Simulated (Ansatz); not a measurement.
# The antimony atom (quartet): the correlation ladder, def2-SVPD

Aim: climb from Hartree-Fock through coupled cluster and multireference methods for the antimony atom (quartet) at one geometry and basis, and see what each rung misses.

Program: Ansatz 0.2.0, Gaussian basis. Level of theory: def2-SVPD, core rule «outside noble gas», up to 9 orbitals frozen. These are calculated values, not measurements.

To be run: CCSD(T) on UHF; BCCD(T) on ROHF; CISD; CCSDT(Q) on ROHF; CCSDT(Q) on UHF; CISDTQ; CCSDTQ on ROHF; CASSCF and MRCISD+Q, 5 electrons in 4 orbitals; CASSCF and MRCISD+Q(relaxed), 5 electrons in 4 orbitals; CASSCF and NEVPT4(SD), 5 electrons in 4 orbitals; CASSCF and NEVPT2, 5 electrons in 4 orbitals; Full CI.

## 1. The atom

A free atom, in its lowest state of this spin that the program finds. No spin-orbit coupling is included. Elements past krypton take def2 core potentials.

1 atom, charge 0, spin multiplicity 4.

## 2. CCSD(T) on UHF

Input file in.yaml:

```yaml
crystal:
  periodic: [false, false, false]
  atoms:
    - {symbol: Sb, position_ang: [0.000000, 0.000000, 0.000000]}
basis:
  gaussian: {orbitals: def2-SVPD}
magnetization: {spin_polarized: true, initial_magnetization: 3}
correlation: {method: ccsd_t, electrons: outside_noble_gas}
```

Run with:

```sh
> ansatz run in.yaml --threads 1 --pin off --events-out ev --progress --plain --max-ram 3916MiB
```

Further steps of the session: BCCD(T) on ROHF; CISD; CCSDT(Q) on ROHF; CCSDT(Q) on UHF; CISDTQ; CCSDTQ on ROHF; CASSCF and MRCISD+Q, 5 electrons in 4 orbitals; CASSCF and MRCISD+Q(relaxed), 5 electrons in 4 orbitals; CASSCF and NEVPT4(SD), 5 electrons in 4 orbitals; CASSCF and NEVPT2, 5 electrons in 4 orbitals; Full CI.

Before running them: what should the planned runs give, taken together? Wanted: FCI below the UHF energy; UMP2 from FCI; UCCSD(T) from FCI; UCCSDT(Q) from FCI; NEVPT2 valence from FCI; NEVPT4(SD) valence from FCI; MRCISD+Q valence from FCI; effectively unpaired electrons.

**Answer**, as computed:

| quantity | value |
| --- | --- |
| FCI below the UHF energy | -1.6499 eV |
| UMP2 from FCI | +358.6 meV |
| UCCSD(T) from FCI | -21.2 meV |
| UCCSDT(Q) from FCI | -29.0 meV |
| NEVPT2 valence from FCI | +361.8 meV |
| NEVPT4(SD) valence from FCI | -5.0 meV |
| MRCISD+Q valence from FCI | -35.6 meV |
| levels within 1 kcal/mol (43 meV) | UCCSD, UCCSD(T), BCCD(T), UCCSDT, UCCSDT(Q), NEVPT4(SD) valence, MRCISD+Q valence, MRCISD+Q(relaxed) valence |
| effectively unpaired electrons | 3.01 |

What this shows: UCCSD(T) lands -21.2 meV from the yardstick (1.3 % of the correlation energy). UCCSD(T), UCCSDT, UCCSDT(Q), NEVPT4(SD) valence, MRCISD+Q valence, MRCISD+Q(relaxed) valence fall below full CI: unrestricted runs freeze a spin-polarised core, another one than full CI's, and coupled cluster isn't variational. One determinant dominates. Of the multireference levels listed NEVPT4(SD) valence comes nearest in total energy (-5.0 meV), which doesn't show that its space is the better one. These misses are within one basis, not against nature; the frozen cores of restricted and unrestricted runs differ, which can shift their rows.
